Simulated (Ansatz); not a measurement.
## Nudged elastic band run: Si

Input:

```yaml
crystal:
  lattice:
    - [0.0, 5.43, 5.43]
    - [5.43, 0.0, 5.43]
    - [5.43, 5.43, 0.0]
  atoms:
    - { symbol: Si, position: [0.00045296, 0.00115434, 0.00031863] }
    - { symbol: Si, position: [0.12336923, 0.12390482, 0.12332181] }
    - { symbol: Si, position: [-0.00307473, -0.00256974, 0.50335192] }
    - { symbol: Si, position: [0.1227172, 0.12346464, 0.63172284] }
    - { symbol: Si, position: [-0.0030178, 0.50402066, -0.003067] }
    - { symbol: Si, position: [0.1228282, 0.63259226, 0.12272083] }
    - { symbol: Si, position: [-0.00334803, 0.50395345, 0.50307437] }
    - { symbol: Si, position: [0.12605599, 0.62528106, 0.62463936] }
    - { symbol: Si, position: [0.50340958, -0.00255092, -0.00310694] }
    - { symbol: Si, position: [0.63186103, 0.12347408, 0.12262219] }
    - { symbol: Si, position: [0.50306849, -0.00257416, 0.50296678] }
    - { symbol: Si, position: [0.62474185, 0.1263857, 0.62468706] }
    - { symbol: Si, position: [0.50320076, 0.50397711, -0.00344941] }
    - { symbol: Si, position: [0.62469418, 0.62528284, 0.1260312] }
    - { symbol: Si, position: [0.49993187, 0.50027001, 0.49990586] }
    - { symbol: Si, position: [0.6244276, 0.62518104, 0.62433711] }
    - { symbol: Si, position: [0.25047891, 0.25127122, 0.2503394] }
basis:
  ecutwfc: 420.0
kpoints:
  mp_grid: { grid: [2, 2, 2] }
hamiltonian:
  xc: pbe
  pseudopotentials: { kind: paw, azcp: { folder: soft_1 } }
scf:
  occupations: { method: fermi_dirac, width: 0.02 }
  lower_state_search: "off"
neb:
  images: 5
  f_tol: 0.03
  initial_path: linear
  max_iterations: 45
  final_atoms:
    - { symbol: Si, position: [-4.378e-05, -0.00177629, 0.00100419] }
    - { symbol: Si, position: [0.1221108, 0.12745886, 0.12216035] }
    - { symbol: Si, position: [-0.0057186, 0.00103012, 0.50241211] }
    - { symbol: Si, position: [0.12202235, 0.12748826, 0.62842647] }
    - { symbol: Si, position: [-0.00023325, 0.49977741, 0.00142007] }
    - { symbol: Si, position: [0.12450901, 0.62451785, 0.12555521] }
    - { symbol: Si, position: [-0.00021135, 0.49979969, 0.49915681] }
    - { symbol: Si, position: [0.12116737, 0.62116765, 0.62889565] }
    - { symbol: Si, position: [0.50226075, 0.00226884, -0.00722713] }
    - { symbol: Si, position: [0.62761249, 0.12762046, 0.12238701] }
    - { symbol: Si, position: [0.50215623, 0.00216458, 0.50272598] }
    - { symbol: Si, position: [0.62572161, 0.12570734, 0.62419576] }
    - { symbol: Si, position: [0.49821551, 0.49996612, 0.00100309] }
    - { symbol: Si, position: [0.6274498, 0.62211597, 0.12216517] }
    - { symbol: Si, position: [0.50102916, 0.49426751, 0.50241917] }
    - { symbol: Si, position: [0.62747879, 0.6220278, 0.62842501] }
    - { symbol: Si, position: [0.37556931, -0.12444392, 0.37438444] }
  order_check: true
```

Launched with:

```bash
$ ansatz run input.yaml --threads 1 --pin off --max-ram 3072MiB --backend cpu --events-out ev --progress --plain --runs-dir out
```

Output, in part (warnings, iteration lines):

```
NEB end point (image 0): max|allowed force component| = 2.620e-2 eV/Å (the criterion of neb.relax_end_points is 1.000e-2)
NEB end point (image 6): max|allowed force component| = 1.767e-2 eV/Å (the criterion of neb.relax_end_points is 1.000e-2)
NEB iter   1: max|band force component| = 1.543e0 eV/Å  barrier→ = 0.9566 eV  barrier← = 0.9566 eV  Δτ_max = 0.1342 Å  (59 SCF iters)
NEB iter   2: max|band force component| = 6.976e-1 eV/Å  barrier→ = 0.5204 eV  barrier← = 0.5204 eV  Δτ_max = 0.1827 Å  (35 SCF iters)
NEB iter   3: max|band force component| = 3.632e-1 eV/Å  barrier→ = 0.3564 eV  barrier← = 0.3564 eV  CI = image 2  Δτ_max = 0.1765 Å  (36 SCF iters)
NEB iter   4: max|band force component| = 2.190e-1 eV/Å  barrier→ = 0.3117 eV  barrier← = 0.3117 eV  CI = image 3  Δτ_max = 0.0423 Å  (32 SCF iters)
NEB iter   5: max|band force component| = 1.063e-1 eV/Å  barrier→ = 0.3093 eV  barrier← = 0.3092 eV  CI = image 3  Δτ_max = 0.0416 Å  (28 SCF iters)
NEB iter   6: max|band force component| = 3.581e-2 eV/Å  barrier→ = 0.3085 eV  barrier← = 0.3085 eV  CI = image 3  Δτ_max = 0.0132 Å  (27 SCF iters)
NEB iter   7: max|band force component| = 8.046e-3 eV/Å  barrier→ = 0.3083 eV  barrier← = 0.3083 eV  CI = image 3  Δτ_max = 0.0000 Å  (246 SCF iters)
```

It converged. By the program's own check the climbing image is a first-order saddle point (lowest curvatures found: -0.23 and 0.55 eV/Å²). Limits of this set-up: coarse k mesh.

Final band (atoms are numbered from 1 in the order of the input):

| image | path coordinate (Å) | energy (eV) | Si6–Si17 (Å) | Si15–Si17 (Å) |
| --- | --- | --- | --- | --- |
| 0 | 0.00 | 0.00 | 2.39 | 4.69 |
| 1 | 0.57 | 0.11 | 2.45 | 4.25 |
| 2 | 1.13 | 0.28 | 2.63 | 3.76 |
| 3 | 1.70 | 0.31 | 3.15 | 3.15 |
| 4 | 2.26 | 0.28 | 3.75 | 2.63 |
| 5 | 2.82 | 0.12 | 4.24 | 2.45 |
| 6 | 3.38 | 0.00 | 4.70 | 2.39 |

Run time: 7.6 min on 1 thread of Arm Neoverse V1 (shared host), peak memory 0.82 GiB.
